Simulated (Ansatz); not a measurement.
# H6N2OSiZn: the cost of one run

All numbers below are computed with Ansatz 0.2.0 (RKS PBE/def2-SVP).

**1. The structure to begin with**

Bond lengths: N1–Si2 1.744 Å, Si2–N3 1.766 Å, Si2–Zn4 2.515 Å, Zn4–O5 1.977 Å, N1–H6 1.101 Å, N1–H7 1.044 Å, Si2–H8 1.435 Å, N3–H9 0.996 Å, N3–H10 1.049 Å, O5–H11 0.971 Å. Angles: N1–Si2–N3 108.1°, N1–Si2–Zn4 108.1°, N1–Si2–H8 110.7°, N3–Si2–Zn4 108.6°, N3–Si2–H8 108.0°, Zn4–Si2–H8 113.3°, Si2–N1–H6 107.9°, Si2–N1–H7 111.0°, H6–N1–H7 105.1°, Si2–N3–H9 108.9°, Si2–N3–H10 107.8°, H9–N3–H10 110.1°, Si2–Zn4–O5 88.4°, Zn4–O5–H11 150.7°.

Structure file:

```xyz
11

N    -0.6715    1.4146   -0.5913
Si   -0.6318   -0.3216   -0.4333
N     0.9417   -0.8880   -0.9996
Zn   -0.8577   -0.8904    2.0065
O     0.8754    0.0076    2.3194
H    -1.6424    1.7672   -0.2108
H     0.0413    1.8626    0.0259
H    -1.6422   -0.9277   -1.2529
H     1.0383   -0.6590   -1.9642
H     0.9727   -1.9286   -0.8717
H     1.6415    0.5063    1.9927
```

**2. End point A**

File input.yaml:

```yaml
crystal:
  periodic: [false, false, false]
  atoms:
    - { symbol: "N", position_ang: [-0.6715, 1.4146, -0.5913] }
    - { symbol: Si, position_ang: [-0.6318, -0.3216, -0.4333] }
    - { symbol: "N", position_ang: [0.9417, -0.888, -0.9996] }
    - { symbol: Zn, position_ang: [-0.8577, -0.8904, 2.0065] }
    - { symbol: O, position_ang: [0.8754, 0.0076, 2.3194] }
    - { symbol: H, position_ang: [-1.6424, 1.7672, -0.2108] }
    - { symbol: H, position_ang: [0.0413, 1.8626, 0.0259] }
    - { symbol: H, position_ang: [-1.6422, -0.9277, -1.2529] }
    - { symbol: H, position_ang: [1.0383, -0.659, -1.9642] }
    - { symbol: H, position_ang: [0.9727, -1.9286, -0.8717] }
    - { symbol: H, position_ang: [1.6415, 0.5063, 1.9927] }
basis:
  gaussian: { orbitals: def2-SVP }
hamiltonian:
  xc: pbe
relax:
  f_tol: 0.015
  max_steps: 40
```

Started as:

```
> ansatz run input.yaml --threads 2 --pin off --max-ram 3072MiB --backend cpu --events-out ev --progress --plain --runs-dir out
```

**Question.** How long does this run take on 2 threads of Arm Neoverse V2, shared host, and how much memory does it need?

About 49 s, with a peak of 0.17 GiB.
